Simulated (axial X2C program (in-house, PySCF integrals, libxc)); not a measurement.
# Linear InCO at several levels

One table from this session's results is given with a row withheld; the runs are named, their logs left out.

Computed with an in-house X2C program for linear molecules on PySCF integrals. Level: all-electron X2C, two-component (2c) or spin-free, In dyall-v3z, C dyall-v3z, O dyall-av3z.

All values are calculated.

2 further runs of the same task are left out: 2 set aside as unsound or not needed.

The first run:

The input, task.json:

```json
{
 "zs": [
  49,
  6,
  8
 ],
 "q": 0,
 "bas": [
  "dyall-v3z",
  "dyall-v3z",
  "dyall-av3z"
 ],
 "r0": [
  2.12,
  1.15
 ],
 "symm": 0,
 "scan": [
  "PBE0",
  "HF",
  "r2SCAN"
 ],
 "levels": [
  "PBE0",
  "HF",
  "r2SCAN"
 ],
 "nst": 2
}
```

Keys: zs atomic numbers; q charge; bas basis sets; r0 starting distance in Å; symm equal bonds; scan levels of the two-bond scan; levels methods; nst determinants followed.

Command:

```console
$ python solin.py task.json out
```

Masses In 114.904, C 12.000, O 15.995 u.

Steps of the session up to this table: Scan at PBE0, 2c; Scan at r2SCAN, 2c; Scan at PBE0, spin-free.

One table of the session follows, with a row left open; its other results are not shown here.

```
            level  r(In–C) (Å)  r(C–O) (Å)  lower stretch (cm⁻¹)  upper stretch (cm⁻¹)
         PBE0, 2c        2.487       1.139                 157.4                2028.3
       r2SCAN, 2c        2.457       1.146                 183.0                1991.4
  PBE0, spin-free        2.465       1.141                 169.1                2016.4
    HF, spin-free        2.569       1.101                  99.1                2288.9
r2SCAN, spin-free            ?           ?                     ?                     ?
```

Q: Estimate the row for r2SCAN, spin-free from the others.

As computed: r(In–C) (Å): 2.443; r(C–O) (Å): 1.147; lower stretch (cm⁻¹): 189.4; upper stretch (cm⁻¹): 1983.2. In the column «r(In–C) (Å)» it is the lowest.

Scans not shown above were run alike.

To keep in mind: The molecule was held linear; bending was not examined, so a bent shape may lie lower. Note: functional without a current term on a determinant with orbital currents, of the molecule or an atom.
